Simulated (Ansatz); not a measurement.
# AlBrCl₂: how energies converge with the basis set

Aim: see how fast density functionals converge with the basis set for AlBrCl₂.

Method: one geometry, several basis sets; program: Ansatz 0.2.0, Gaussian basis.

Plan: PBE0-D4/def2-SVP; ωB97M-V/def2-SVP; PBE0-D4/def2-QZVPP; ωB97M-V/def2-QZVPP; the functionals' def2-TZVPP values are taken from earlier runs.

## (1) The relaxed structure

An earlier PBE0-D4/def2-TZVP relaxation fixed the geometry.

SMILES `[Cl][Al]([Cl])[Br]`, 4 atoms, charge 0, spin multiplicity 1.

Atoms are counted from 1 here; the program's logs count them from 0.

Bond lengths: Cl1–Al2 2.070 Å, Al2–Cl3 2.070 Å, Al2–Br4 2.225 Å. Angles: Cl1–Al2–Cl3 119.7°, Cl1–Al2–Br4 120.2°, Cl3–Al2–Br4 120.2°.

## (2) PBE0-D4 in def2-SVP

Input file in.yaml:

```yaml
crystal:
  periodic: [false, false, false]
  atoms:
    - {symbol: Cl, position_ang: [-0.005094, 0.383326, 2.045193]}
    - {symbol: Al, position_ang: [0.031433, -0.036397, 0.018182]}
    - {symbol: Cl, position_ang: [1.078489, -1.685277, -0.668218]}
    - {symbol: Br, position_ang: [-1.049229, 1.278049, -1.415457]}
basis:
  gaussian: {orbitals: def2-SVP}
hamiltonian: {xc: pbe0, dispersion: d4}
output: {orbitals: {seedname: orbitals}}
```

The run is started by

```bash
ansatz run in.yaml --threads 2 --pin off --events-out ev --progress --plain --max-ram 32768MiB --backend cpu
```

Further steps of the session: ωB97M-V in def2-SVP; PBE0-D4 in def2-QZVPP; ωB97M-V in def2-QZVPP.

Before running them: what should the planned runs give, taken together? Wanted: PBE0-D4: double and triple zeta above quadruple; ωB97M-V: double and triple zeta above quadruple.

**Answer**, as computed:

```
                                       quantity           value
PBE0-D4: double and triple zeta above quadruple  21.82, 2.37 eV
ωB97M-V: double and triple zeta above quadruple  21.55, 2.27 eV
```

**Reading.** PBE0-D4 gains 19.46 eV from double to triple zeta, then 2.37 eV more. Total energies overstate the basis error of differences, where much of it tends to cancel.
